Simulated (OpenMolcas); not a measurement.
# InHF2 (SMILES [F][InH][F]): levels of theory compared

Aim: a comparison of 6 runs (HF/STO-3G, B3LYP/def2-TZVP, M06-2X/def2-TZVP, PBE/def2-TZVP, revPBE/def2-TZVP, MP2/def2-TZVP) of InHF2. 

The calculation is run with OpenMolcas 26.06.

## Step 1: Starting point

The species is InHF2 (4 atoms), meant as a singlet with charge 0. SMILES: `[F][InH][F]`. Geometry: relaxed at PBE0-D4/def2-TZVP.

Bond lengths: F1–In2 1.935 Å, In2–F3 1.935 Å, In2–H4 1.681 Å. Angles: F1–In2–F3 106.8°, F1–In2–H4 126.6°, F3–In2–H4 126.6°.

## Step 2: Energy and forces at HF/STO-3G (run 1)

Input file test.input:

```
* F2HIn Hartree-Fock
>>> EXPORT MOLCAS_PRINT=2
&GATEWAY
BasLib = $CurrDir
Coord
4
angstrom
F       -1.694300      -0.668800       0.241700
In       0.043800       0.113800      -0.088400
F        1.340800      -1.004700       0.811200
H        0.365400       1.499400      -0.984800
Basis = STO-3G
Group = NoSym
&SEWARD
&SCF
Thresholds = 1e-10 1e-07 1e-07 1e-05
PrOrbitals = 1 1
&ALASKA
```

The basis set STO-3G is read from a file made from the Basis Set Exchange's data (not shown).

Started as:

```bash
$ export MOLCAS_MEM=1860
$ pymolcas test.input > test.log
```

Output:

```text
--- Start Module: gateway ---
[...]
--- Stop Module: gateway /rc=_RC_ALL_IS_WELL_ ---
[...]
      Basis functions           38
[...]
--- Start Module: scf ---
[...]
       Convergence after  12 Iterations
[...]
::    Total SCF energy                              -5879.5283609445
[...]
      Total spin, S                                     0.0000000000
[...]
      Total electronic charge=   68.000000
      Total            charge=   -0.000000
[...]
      Dipole Moment (debye):
      Origin of the operator (angstrom)=   -0.0085   -0.1118    0.0575
                   X=  3.4840E-01               Y=  1.5024E+00               Z= -9.7155E-01           Total=  1.8228E+00
      Quadrupole Moment (debye*angstrom):
[...]
--- Stop Module: scf /rc=_RC_ALL_IS_WELL_ ---
--- Start Module: alaska ---
[...]
 *              Molecular gradients               *
 **************************************************
  Irreducible representation: a
 ------------------------------------------------------------------------------------------
                              X                       Y                       Z
 ------------------------------------------------------------------------------------------
  F1               -2.65010316644734E-02   -1.29392457012720E-02    5.70928076363586E-03
  IN2               1.13755567946594E-03    4.95234083327034E-03   -3.19669457150340E-03
  F3                1.93269729846435E-02   -1.80147862641427E-02    1.43108263952882E-02
  H4                6.03650300034708E-03    2.60016911321248E-02   -1.68234125873994E-02
 ------------------------------------------------------------------------------------------
--- Stop Module: alaska /rc=_RC_ALL_IS_WELL_ ---
[...]
```

Run time: 3.6 s. Hardware: 1 thread of AMD EPYC 7R43 (Zen 3), shared host; peak memory 0.37 GiB.

## Step 3: Energy and gradient at B3LYP/def2-TZVP (core potential) (run 2)

Input file run.inp:

```
>>> EXPORT MOLCAS_PRINT=2

&GATEWAY
  BasLib
  $CurrDir
  BasisSet
  F.def2-TZVP....
  F1 -1.694300 -0.668800 0.241700 angstrom
  F3 1.340800 -1.004700 0.811200 angstrom
  End of Basis
  BasisSet
  In.def2-TZVP....
  In2 0.043800 0.113800 -0.088400 angstrom
  End of Basis
  BasisSet
  H.def2-TZVP....
  H4 0.365400 1.499400 -0.984800 angstrom
  End of Basis

&SEWARD
  GridInput
  Grid=UltraFine
  End of Grid

&SCF
  KSDFT
  B3LYP
  Thresholds
  1e-10 1e-07 1e-07 1e-05
  PrOrbitals
  1

&ALASKA
```

The basis set def2-TZVP is read from a file made from the Basis Set Exchange's data (not shown).

Started as:

```bash
$ export MOLCAS_MEM=1860
$ pymolcas run.inp > run.log
```

Output:

```text
--- Start Module: gateway ---
[...]
--- Stop Module: gateway /rc=_RC_ALL_IS_WELL_ ---
[...]
      Basis functions          118
[...]
--- Start Module: scf ---
[...]
       Convergence after  16 Iterations
[...]
::    Total KS-DFT energy                            -390.6311552700
[...]
      Total spin, S                                     0.0000000000
[...]
      Total electronic charge=   40.000000
      Total            charge=   -0.000000
[...]
      Dipole Moment (debye):
      Origin of the operator (angstrom)=   -0.0085   -0.1118    0.0575
                   X=  6.7429E-01               Y=  2.9069E+00               Z= -1.8802E+00           Total=  3.5270E+00
      Quadrupole Moment (debye*angstrom):
[...]
--- Stop Module: scf /rc=_RC_ALL_IS_WELL_ ---
[...]
--- Start Module: alaska ---
[...]
 *              Molecular gradients               *
 **************************************************
  Irreducible representation: a
 ------------------------------------------------------------------------------------------
                              X                       Y                       Z
 ------------------------------------------------------------------------------------------
  F1                5.63203077442154E-03    2.56937355432019E-03   -1.09335615560369E-03
  F3               -4.17944003554283E-03    3.64986820532565E-03   -2.93075378669627E-03
  IN2              -1.19387545857919E-03   -5.10162865954378E-03    3.30262577846874E-03
  H4               -2.58715280423871E-04   -1.11761310014735E-03    7.21484163839659E-04
 ------------------------------------------------------------------------------------------
--- Stop Module: alaska /rc=_RC_ALL_IS_WELL_ ---
[...]
```

Run time: 57 s. Hardware: 1 thread of AMD EPYC 7R43 (Zen 3), shared host; peak memory 0.73 GiB.

## Step 4: Energy and forces at M06-2X/def2-TZVP (core potential) (run 3)

Input file mol.xyz:

```xyz
4

F     -1.694300    -0.668800     0.241700
In     0.043800     0.113800    -0.088400
F      1.340800    -1.004700     0.811200
H      0.365400     1.499400    -0.984800
```

Input file job.input:

```
* F2HIn Kohn-Sham DFT
>>> EXPORT MOLCAS_PRINT=2

&gateway
  baslib = $CurrDir
  coord = mol.xyz
  basis = def2-TZVP
  group = NoSym

&seward
  gridinput
  Grid=UltraFine
  End of Grid

&scf
  ksdft = M062X
  thresholds = 1e-10 1e-07 1e-07 1e-05
  prorbitals = 1

&alaska
```

The basis set def2-TZVP is read from a file made from the Basis Set Exchange's data (not shown).

Started as:

```bash
$ export MOLCAS_MEM=1860
$ pymolcas job.input > job.log
```

Output:

```text
--- Start Module: gateway ---
[...]
--- Stop Module: gateway /rc=_RC_ALL_IS_WELL_ ---
[...]
      Basis functions          118
[...]
--- Start Module: scf ---
[...]
       Convergence after  13 Iterations
[...]
::    Total KS-DFT energy                            -390.4219329033
[...]
      Total spin, S                                     0.0000000000
[...]
      Total electronic charge=   40.000000
      Total            charge=   -0.000000
[...]
      Dipole Moment (debye):
      Origin of the operator (angstrom)=   -0.0085   -0.1118    0.0575
                   X=  7.0808E-01               Y=  3.0526E+00               Z= -1.9744E+00           Total=  3.7038E+00
      Quadrupole Moment (debye*angstrom):
[...]
--- Stop Module: scf /rc=_RC_ALL_IS_WELL_ ---
[...]
--- Start Module: alaska ---
[...]
 *              Molecular gradients               *
 **************************************************
  Irreducible representation: a
 ------------------------------------------------------------------------------------------
                              X                       Y                       Z
 ------------------------------------------------------------------------------------------
  F1                1.50265631050672E-03    8.31656061460073E-04   -3.90888465330530E-04
  IN2               3.73186760764810E-05    2.05404264345788E-04   -1.30464751614490E-04
  F3               -1.04281432894560E-03    1.10780935938948E-03   -8.64773976102740E-04
  H4               -4.97160657690010E-04   -2.14486968525041E-03    1.38612719308329E-03
 ------------------------------------------------------------------------------------------
--- Stop Module: alaska /rc=_RC_ALL_IS_WELL_ ---
[...]
```

Run time: 55 s. Hardware: 1 thread of AMD EPYC 7R43 (Zen 3), shared host; peak memory 0.74 GiB.

Runs 4 to 5 aren't shown in full; the table further down has their settings and results.

## Step 5: A single-point energy at MP2/def2-TZVP (core potential) (run 6)

Input file job.input:

```
&GATEWAY
  BasLib
  $CurrDir
  Coord
  4
  angstrom
  F       -1.694300      -0.668800       0.241700
  In       0.043800       0.113800      -0.088400
  F        1.340800      -1.004700       0.811200
  H        0.365400       1.499400      -0.984800
  Basis
  def2-TZVP
  Group
  NoSym

&SEWARD

&SCF
  Thresholds
  1e-10 1e-07 1e-07 1e-05
  PrOrbitals
  1 2

&MBPT2
  Frozen
  6
```

The basis set def2-TZVP is read from a file made from the Basis Set Exchange's data (not shown).

Started as:

```bash
$ export MOLCAS_MEM=1860
$ pymolcas job.input > job.log
```

Output:

```text
--- Start Module: gateway ---
[...]
--- Stop Module: gateway /rc=_RC_ALL_IS_WELL_ ---
[...]
      Basis functions          118
[...]
--- Start Module: scf ---
[...]
       Convergence after  13 Iterations
[...]
::    Total SCF energy                               -388.8087171002
[...]
      Total spin, S                                     0.0000000000
[...]
      Total electronic charge=   40.000000
      Total            charge=   -0.000000
[...]
      Dipole Moment (debye):
      Origin of the operator (angstrom)=   -0.0085   -0.1118    0.0575
                   X=  7.2935E-01               Y=  3.1444E+00               Z= -2.0337E+00           Total=  3.8152E+00
      Quadrupole Moment (debye*angstrom):
[...]
--- Stop Module: scf /rc=_RC_ALL_IS_WELL_ ---
[...]
--- Start Module: mbpt2 ---
[...]
WARNING!
Default frozen orbitals as non valence orbitals is overwritten by user input.
Default values:   2
[...]
       Reference weight ( Cref**2 )         =        0.85571
::    Total MBPT2 energy                             -389.5935845378
[...]
      Total MBPT2 calculations                           1.12      1.34
--- Stop Module: mbpt2 /rc=_RC_ALL_IS_WELL_ ---
[...]
```

It took 26 s on 1 thread of AMD EPYC 7R43 (Zen 3), shared host; peak memory 0.74 GiB.

## Step 6: All runs side by side

```tsv
run	level	integration grid	task	energy (Eh)	dipole moment (D) of the reference	HOMO energy (eV)	LUMO energy (eV)	wall time
1	HF/STO-3G	–	gradient	-5879.528361	1.82	-8.60	6.19	3.6 s
2	B3LYP/def2-TZVP (core potential)	UltraFine	gradient	-390.631155	3.53	-9.73	-2.25	57 s
3	M06-2X/def2-TZVP (core potential)	UltraFine	gradient	-390.421933	3.70	-11.51	-1.35	55 s
4	PBE/def2-TZVP (core potential)	UltraFine	gradient	-390.375405	3.31	-8.23	-2.79	62 s
5	revPBE/def2-TZVP (core potential)	UltraFine	gradient	-390.544984	3.26	-8.14	-2.67	56 s
6	MP2/def2-TZVP (core potential)	–	energy	-389.593585	3.82	-13.66	0.54	26 s
```

## Step 7: Summary of results

| quantity | value |
| --- | --- |
| run 6: total energy | -389.59358 Eh |
| run 6: dipole moment (mean-field density) | 3.82 D |
| run 6: HOMO energy (Hartree–Fock orbitals) | -13.66 eV |
| run 6: LUMO energy (Hartree–Fock orbitals) | 0.54 eV |
| run 6: HOMO–LUMO gap (Hartree–Fock orbitals) | 14.19 eV |
| run 6: correlation energy (6 core orbitals frozen) | -784.9 mEh |

**Reading.** Over runs 1, 2, 3, 4, 5 the dipole moment (its size) runs from 1.82 D (HF/STO-3G) to 3.70 D (M06-2X/def2-TZVP). The two ends differ in method and basis and core potential. Over runs 1, 2, 3, 4, 5 the HOMO–LUMO gap runs from 5.44 eV (PBE/def2-TZVP) to 14.79 eV (HF/STO-3G). Totals of different functionals can't be ranked against each other. Some runs of one species differ in core potentials or relativity; totals across that change don't compare. In run 1 the basis is minimal, so the values are rough. In run 1 relativity is left out where basis or elements ask for it. All runs together took 4.3 min, the longest 62 s.
